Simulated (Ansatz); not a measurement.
# C2H4FGa: the cost of one run

All numbers are computed with Ansatz 0.2.0, driven from Python. The levels of theory stand in the script.

## Step 1: The structure

Bond lengths: F1–C2 1.398 Å, C2–C3 1.497 Å, C2–Ga4 1.888 Å, C3–Ga4 1.742 Å, C2–H5 1.100 Å, C3–H6 1.120 Å, C3–H7 1.146 Å, Ga4–H8 1.574 Å. Angles (14 of 15 angles, heavy atoms first): F1–C2–C3 108.9°, F1–C2–Ga4 151.0°, C3–C2–Ga4 60.7°, C2–C3–Ga4 70.8°, C2–Ga4–C3 48.5°, F1–C2–H5 111.9°, C3–C2–H5 109.8°, Ga4–C2–H5 97.0°, C2–C3–H6 109.7°, C2–C3–H7 110.8°, Ga4–C3–H6 92.2°, Ga4–C3–H7 160.0°, C2–Ga4–H8 110.8°, C3–Ga4–H8 81.7°.

No structure file is read: the coordinates are typed or built in the script.

## Step 2: The code

Input file run_methods.py:

```python
"""One geometry of C2H4FGa, method by method."""

import warnings

import ansatz as az
from ase import Atoms


def main() -> None:
    warnings.simplefilter("ignore", az.DeckWarning)

    atoms = Atoms(["F", "C", "C", "Ga", "H", "H", "H", "H"], positions=[
        (1.1313, 1.18, -1.246),
        (0.006, 0.4788, -0.8028),
        (0.3432, -0.2165, 0.4793),
        (-0.8666, -1.1384, -0.3708),
        (-0.8584, 1.1423, -0.6511),
        (1.1281, -0.9932, 0.2918),
        (0.8112, 0.5142, 1.2275),
        (-1.6027, -1.0244, 1.0163),
    ])
    molecule = az.Crystal.molecule_from_ase(atoms)

    calculation = molecule.calculation().basis(gaussian="def2-SVP")

    methods = ["mp2", "ccsd", "ccsd_t"]
    reports = [calculation.correlation(m).run(threads=1).report for m in methods]
    print(f"Hartree-Fock reference {reports[0]['reference_energy_ev'] / 27.211386246:.6f} Ha")
    best = reports[-1]["free_energy_ev"] - reports[-1]["reference_energy_ev"]
    for method, each in zip(methods, reports):
        gained = each["free_energy_ev"] - each["reference_energy_ev"]
        print(f"{method:8s} total {each['free_energy_ev'] / 27.211386246:.6f} Ha  correlation {gained:9.4f} eV  ({100 * gained / best:.1f} % of the last)")


if __name__ == "__main__":
    main()
```

## Step 3: What the engine is handed

The engine receives this input (first run):

```yaml
crystal:
  periodic: [false, false, false]
  atoms:
    - { symbol: F, position_ang: [1.1313, 1.18, -1.246] }
    - { symbol: C, position_ang: [0.006, 0.4788, -0.8028] }
    - { symbol: C, position_ang: [0.3432, -0.2165, 0.4793] }
    - { symbol: Ga, position_ang: [-0.8666, -1.1384, -0.3708] }
    - { symbol: H, position_ang: [-0.8584, 1.1423, -0.6511] }
    - { symbol: H, position_ang: [1.1281, -0.9932, 0.2918] }
    - { symbol: H, position_ang: [0.8112, 0.5142, 1.2275] }
    - { symbol: H, position_ang: [-1.6027, -1.0244, 1.0163] }
basis:
  gaussian:
    orbitals: def2-SVP
correlation:
  method: mp2
```

## Step 4: The run

On the command line:

```
$ python run_methods.py
```

What time and memory should one allow on 1 thread of Arm Neoverse V2, shared host?

About 23 s, with a peak of 0.43 GiB.
